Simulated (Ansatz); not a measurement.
C3H2BF2 (charge +1), SMILES FB(F)c1c[cH+]1, a single point from an input written key by key

Program: the Python package of Ansatz (0.2.0).

Typed at the interpreter:
```pycon
>>> import ansatz
>>> import numpy as np
>>> import pandas as pd
>>> DECK = """
... crystal:
...   periodic: [false, false, false]
...   atoms:
...     - { symbol: F, position_ang: [2.3123, 0.9965, -0.5213] }
...     - { symbol: B, position_ang: [1.5222, -0.0672, 0.0531] }
...     - { symbol: F, position_ang: [2.1738, -1.1946, 0.6777] }
...     - { symbol: C, position_ang: [-0.0319, 0.0014, -0.0011] }
...     - { symbol: C, position_ang: [-1.2626, -0.5499, 0.2878] }
...     - { symbol: C, position_ang: [-1.1861, 0.6581, -0.3732] }
...     - { symbol: H, position_ang: [-1.8539, -1.3465, 0.7179] }
...     - { symbol: H, position_ang: [-1.6738, 1.5022, -0.8409] }
... total_charge: 1
... basis:
...   gaussian: { orbitals: def2-SVP }
... hamiltonian:
...   xc: { name: wB97X }
... output:
...   forces: true
... """
>>> session = ansatz.Session.from_yaml(DECK)
>>> report = session.plan(threads=1).execute().report

>>> for key in ("converged", "free_energy_ev", "reference_energy_ev", "n_frozen", "n_occupied", "n_virtual"):
...     print(f"{key:22s} {report[key]}")
...
converged              True
free_energy_ev         -9236.274047961548
reference_energy_ev    -9236.274047961548
n_frozen               0
n_occupied             [21, 21]
n_virtual              [73, 73]
>>> symbols = ["F", "B", "F", "C", "C", "C", "H", "H"]
>>> state = report["mean_field"]["state"]
>>> print(f"mean field: {state['energy']['hartree']:.7f} Ha, <S^2> = {abs(state['spin_squared']):.4f}, stability: {state.get('stability', {}).get('kind')}")
mean field: -339.4268107 Ha, <S^2> = 0.0000, stability: minimum
>>> print("forces (eV/A)")
forces (eV/A)
>>> for symbol, f in zip(symbols, report["forces_ev_ang"]):
...     print(f"  {symbol:2s} {f[0]:9.4f} {f[1]:9.4f} {f[2]:9.4f}")
...
  F    -3.0195   -3.8335    2.0684
  B     6.4708   -0.2864    0.2253
  F    -2.5196    4.0786   -2.2613
  C    -1.9108    0.0840   -0.0662
  C     0.7975    1.3263   -0.7181
  C     0.6228   -1.3903    0.7681
  H    -0.2449   -0.3736    0.2021
  H    -0.1964    0.3948   -0.2183
>>> charges = report["charge_distribution"]
>>> table = pd.DataFrame({"atom": symbols, "mulliken": charges["mulliken_charges_e"], "lowdin": charges["lowdin_charges_e"]})
>>> table.round(3)
  atom  mulliken  lowdin
0    F    -0.142   0.177
1    B     0.467  -0.224
2    F    -0.142   0.177
3    C     0.097   0.128
4    C     0.189   0.280
5    C     0.189   0.280
6    H     0.171   0.091
7    H     0.171   0.091
>>> print("dipole (e A):", np.round(charges["dipole_moment_e_ang"], 4) + 0.0)
dipole (e A): [-1.757   0.0776 -0.0612]
```

Reading the output:
- Total energies depend on the basis set; only differences at equal settings carry meaning.
- The geometry is a force-field or estimated start, not a minimum of this method, and the basis set is short of its limit.
- The Löwdin charges here are taken after orthogonalising the functions within each atom; they differ from plain Löwdin charges, and their signs can be unphysical.
- An ion's dipole depends on the origin; the program takes it about the centre of nuclear charge.
- Finished in 6.6 s on 1 thread of Arm Neoverse V2, on a shared host, peak memory 0.31 GiB.

(Lines on the test bed's own set-up are left out of the output.)
